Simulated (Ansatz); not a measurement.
## ClO, space group Pm-3m: a phonon calculation by linear response, step by step

Program: Ansatz 0.2.0, Python API.

Run as a notebook:

In [1]:
```python
from pathlib import Path
import warnings

import ansatz
import numpy as np
from pymatgen.core import Lattice, Structure
from pymatgen.io.ase import AseAtomsAdaptor
```

In [2]:
```python
SETTINGS = {
    "xc": "lda",
    "filling": "Marzari-Vanderbilt",
    "width_ev": 0.05,
    "tolerance": 1e-10,
    "kgrid": (10, 10, 10),
}
```

In [3]:
```python
warnings.simplefilter("ignore", ansatz.DeckWarning)
```

In [4]:
```python
pmg_structure = Structure(
    Lattice([(3.185217, 0.0, 0.0), (0.0, 3.185217, 0.0), (0.0, 0.0, 3.185217)]),
    ["Cl", "O"],
    [
        (0.0, 0.0, 0.0),
        (0.5, 0.5, 0.5),
    ],
)
crystal = ansatz.Crystal.from_ase(AseAtomsAdaptor.get_atoms(pmg_structure))
```

In [5]:
```python
crystal.resolved().tree()["lattice"]
```
Out [5]:
```text
((3.185217, 0.0, 0.0), (0.0, 3.185217, 0.0), (0.0, 0.0, 3.185217))
```

In [6]:
```python
setup = (
    crystal.calculation()
    .functional(SETTINGS["xc"])
    .basis(38 * ansatz.Ry)
    .occupations(SETTINGS["filling"], width=SETTINGS["width_ev"])
    .scf(tolerance=SETTINGS["tolerance"])
    .kpoints(*SETTINGS["kgrid"])
    .phonons("dfpt")
)
out = setup.run(threads=1, runs_dir="runs")
ph = out.phonons
```

In [7]:
```python
print("Gamma modes (1/cm):", " ".join(f"{w:.1f}" for w in ph.gamma_omega_inv_cm))
print("in meV:", " ".join(f"{w * 0.1239842:.2f}" for w in ph.gamma_omega_inv_cm))
```
```text
Gamma modes (1/cm): -280.0 -280.0 -280.0 0.0 0.0 0.0
in meV: -34.71 -34.71 -34.71 0.00 0.00 0.00
```

The cell holds an odd number of electrons and is run without spin, so a magnetic state may lie lower. The cell isn't relaxed first, so the values belong to this volume. A negative frequency stands for an imaginary mode. The structure comes from a database of computed cells and needn't be a stable or known phase. The structure is taken as given; imaginary modes can come from an unrelaxed or unstable start. Phonons of metals also depend on mesh and smearing. The whole script took 13 s on 1 thread of Arm Neoverse V2, with other jobs on the host, peak memory 0.56 GiB.
